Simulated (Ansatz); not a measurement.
# C3H6FNSe: the cost of one run

All numbers below are computed with Ansatz 0.2.0 (RKS PBE0-D4/def2-SVP).

### Step 1. The system as given

Bond lengths: C1–C2 1.349 Å, C2–F3 1.331 Å, C2–Se4 1.894 Å, Se4–C5 1.924 Å, C5–N6 1.478 Å, C1–H7 1.034 Å, C1–H8 1.093 Å, C5–H9 1.138 Å, C5–H10 1.123 Å, N6–H11 1.060 Å, N6–H12 1.040 Å. Angles (14 of 16 angles, heavy atoms first): C1–C2–F3 117.7°, C1–C2–Se4 125.5°, F3–C2–Se4 116.8°, C2–Se4–C5 92.7°, Se4–C5–N6 111.2°, C2–C1–H7 122.7°, C2–C1–H8 114.3°, Se4–C5–H9 113.2°, Se4–C5–H10 109.5°, N6–C5–H9 107.6°, N6–C5–H10 109.0°, C5–N6–H11 107.6°, C5–N6–H12 107.0°, H7–C1–H8 122.9°.

As a file:

```xyz
12

C     0.1157   -2.4450   -0.3091
C     0.6598   -1.3272   -0.8341
F     1.9812   -1.2982   -0.9922
Se   -0.3009    0.2108   -1.3813
C    -0.2049    1.0064    0.3680
N    -0.9018    2.3095    0.4003
H     0.6833   -3.2565   -0.0121
H    -0.9724   -2.4119   -0.2080
H    -0.6580    0.3536    1.1821
H     0.8710    1.1603    0.6519
H    -0.8264    2.6895    1.3870
H    -0.3696    2.9535   -0.2185
```

### Step 2. Relaxing end A

The input, input.yaml:

```yaml
crystal:
  periodic: [false, false, false]
  atoms:
    - { symbol: C, position_ang: [0.1157, -2.445, -0.3091] }
    - { symbol: C, position_ang: [0.6598, -1.3272, -0.8341] }
    - { symbol: F, position_ang: [1.9812, -1.2982, -0.9922] }
    - { symbol: Se, position_ang: [-0.3009, 0.2108, -1.3813] }
    - { symbol: C, position_ang: [-0.2049, 1.0064, 0.368] }
    - { symbol: "N", position_ang: [-0.9018, 2.3095, 0.4003] }
    - { symbol: H, position_ang: [0.6833, -3.2565, -0.0121] }
    - { symbol: H, position_ang: [-0.9724, -2.4119, -0.208] }
    - { symbol: H, position_ang: [-0.658, 0.3536, 1.1821] }
    - { symbol: H, position_ang: [0.871, 1.1603, 0.6519] }
    - { symbol: H, position_ang: [-0.8264, 2.6895, 1.387] }
    - { symbol: H, position_ang: [-0.3696, 2.9535, -0.2185] }
basis:
  gaussian: { orbitals: def2-SVP }
hamiltonian:
  xc: pbe0
  dispersion: d4
relax:
  f_tol: 0.015
  max_steps: 40
```

Command:

```
$ ansatz run input.yaml --threads 2 --pin off --max-ram 3072MiB --backend cpu --events-out ev --progress --plain --runs-dir out
```

**Question.** How long does this run take on 2 threads of Intel Xeon Platinum 8488C (Sapphire Rapids), shared host, and how much memory does it need?

About 67 s, with a peak of 0.37 GiB.
